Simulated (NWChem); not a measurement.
# B2O2 (diboron dioxide) at 4 levels

Wanted: a comparison of 4 runs (HF/3-21G, HF/def2-SVP, SVWN5/3-21G, PBE/6-31+G*) of B2O2 (diboron dioxide). 

The results are computed with NWChem 7.3.0.

### 1 The system as given

The species is B2O2 (4 atoms), meant as a singlet with charge 0. SMILES: `O=BB=O`. The coordinates come from a PBE0-D4/def2-TZVP relaxation.

Bond lengths: O1–B2 1.197 Å, B2–B3 1.640 Å, B3–O4 1.197 Å. Angles: O1–B2–B3 180.0°, B2–B3–O4 180.0°.

### 2 Energy and forces at HF/3-21G (run 1)

File sp.nw:

```
start sp
title "diboron dioxide"
memory stack 880 mb heap 220 mb global 1100 mb
geometry noautosym nocenter noautoz
O     -0.743090     0.459760     1.817650
B     -0.302300     0.187070     0.739120
B      0.302150    -0.186920    -0.739220
O      0.743230    -0.459920    -1.817550
end
basis spherical bse
O library 3-21G
B library 3-21G
end
scf
thresh 1e-08
maxiter 80
print medium
end
task scf gradient
```

Started as:

```sh
$ nwchem sp.nw > sp.out
```

Output:

```text
[...]
  functions       =    36
[...]
  wavefunction    = RHF
[...]
         Total SCF energy =   -198.084092285696
      One-electron energy =   -403.059520244395
      Two-electron energy =    138.213200191935
 Nuclear repulsion energy =     66.762227766764
        Time for solution =      0.7s
[...]
                         RHF ENERGY GRADIENTS
    atom               coordinates                        gradient
                 x          y          z           x          y          z
   1 O      -1.404236   0.868820   3.434860    0.009461  -0.005854  -0.023134
   2 B      -0.571264   0.353511   1.396734   -0.012644   0.007822   0.030918
   3 B       0.570981  -0.353228  -1.396923    0.012643  -0.007819  -0.030925
   4 O       1.404501  -0.869123  -3.434671   -0.009460   0.005852   0.023141
[...]
```

Run time: 1.5 s. Hardware: 1 thread of Intel Xeon Platinum 8259CL at 2.50GHz (Skylake/Cascade Lake), shared host; peak memory 0.1 GiB.

### 3 Energy and forces at HF/def2-SVP (run 2)

File b2o2.nw:

```
start b2o2
title "B2O2 hf"
memory total 2200 mb
charge 0

geometry units angstrom noautosym nocenter noautoz
   O       -0.743090       0.459760       1.817650
   B       -0.302300       0.187070       0.739120
   B        0.302150      -0.186920      -0.739220
   O        0.743230      -0.459920      -1.817550
end

basis "ao basis" spherical bse
   * library def2-SVP
end

scf
   thresh 1e-08
   maxiter 80
   noprint "final vectors analysis"
end

task scf gradient
```

Started as:

```sh
$ nwchem b2o2.nw > b2o2.out
```

Output:

```text
[...]
  functions       =    56
[...]
  wavefunction    = RHF
[...]
         Total SCF energy =   -199.028073075525
      One-electron energy =   -404.599240759436
      Two-electron energy =    138.808939917148
 Nuclear repulsion energy =     66.762227766764
        Time for solution =      3.6s
[...]
                         RHF ENERGY GRADIENTS
    atom               coordinates                        gradient
                 x          y          z           x          y          z
   1 O      -1.404236   0.868820   3.434860   -0.013528   0.008368   0.033111
   2 B      -0.571264   0.353511   1.396734    0.020131  -0.012455  -0.049263
   3 B       0.570981  -0.353228  -1.396923   -0.020146   0.012471   0.049247
   4 O       1.404501  -0.869123  -3.434671    0.013542  -0.008384  -0.033095
[...]
```

Wall time 5.4 s (1 thread of Intel Xeon Platinum 8259CL at 2.50GHz (Skylake/Cascade Lake), shared host); peak memory 0.1 GiB.

Run 3 isn't shown in full; the table further down has it.

### 4 Energy and gradient at PBE/6-31+G(d) (spherical functions) (run 4)

File nw.nw:

```
start nw
title "B2O2 gradient"
memory total 2200 mb

geometry noautosym nocenter noautoz
O    -0.743090    0.459760    1.817650
B    -0.302300    0.187070    0.739120
B     0.302150   -0.186920   -0.739220
O     0.743230   -0.459920   -1.817550
end

basis spherical bse
* library 6-31+G*
end

dft
xc xpbe96 cpbe96
grid xfine
convergence energy 1e-08
maxiter 100
mulliken
noprint "final vectors analysis"
end

task dft gradient
```

Started as:

```sh
$ nwchem nw.nw > nw.out
```

Output:

```text
[...]
          Wavefunction type:  closed shell.
          No. of atoms     :     4
          No. of electrons :    26
[...]
          Charge           :     0
          Spin multiplicity:     1
[...]
          AO basis - number of functions:    72
[...]
              XC Information
              --------------
          PerdewBurkeErnzerhof Exchange Functional  1.000
            Perdew 1991 LDA Correlation Functional  1.000 local
           PerdewBurkeErnz. Correlation Functional  1.000 non-local
[...]
 d= 0,ls=0.0,diis     1   -199.7236113108 -2.66D+02  4.96D-02  2.01D+00     3.0
[...]
 d= 0,ls=0.0,diis    10   -200.0084626328 -4.70D-11  1.52D-07  5.45D-10    20.9
         Total DFT energy =     -200.008462632825
      One electron energy =     -404.853924151085
           Coulomb energy =      163.105331982128
    Exchange-Corr. energy =      -25.022098230632
 Nuclear repulsion energy =       66.762227766764
[...]
  wavefunction    = closed shell
                         DFT ENERGY GRADIENTS
    atom               coordinates                        gradient
                 x          y          z           x          y          z
   1 O      -1.404236   0.868820   3.434860    0.013931  -0.008619  -0.034076
   2 B      -0.571264   0.353511   1.396734   -0.013699   0.008474   0.033509
   3 B       0.570981  -0.353228  -1.396923    0.013704  -0.008479  -0.033512
   4 O       1.404501  -0.869123  -3.434671   -0.013936   0.008623   0.034079
[...]
```

It took 27 s on 1 thread of Intel Xeon Platinum 8259CL at 2.50GHz (Skylake/Cascade Lake), shared host; peak memory 0.12 GiB.

### 5 The series

| run | level | iteration cap | module | energy (Eh) | dipole moment (D) | largest force (eV/Å) | wall time |
| --- | --- | --- | --- | --- | --- | --- | --- |
| 1 | HF/3-21G | 80 | scf | -198.084092 | 0.00 | 1.764 | 1.5 s |
| 2 | HF/def2-SVP | 80 | scf | -199.028073 | 0.00 | 2.811 | 5.4 s |
| 3 | SVWN5/3-21G | 100 | dft | -197.533239 | 0.00 | 4.484 | 4.2 s |
| 4 | PBE/6-31+G* (spherical functions) | 100 | dft | -200.008463 | 0.00 | 1.945 | 27 s |

### 6 Results

| quantity | value |
| --- | --- |
| run 4: total energy | -200.00846 Eh |
| run 4: dipole moment | 0.00 D |
| run 4: largest force on an atom | 1.945 eV/Å |

What this shows: Totals of different functionals can't be ranked against each other. All runs together took 38 s, the longest 27 s.
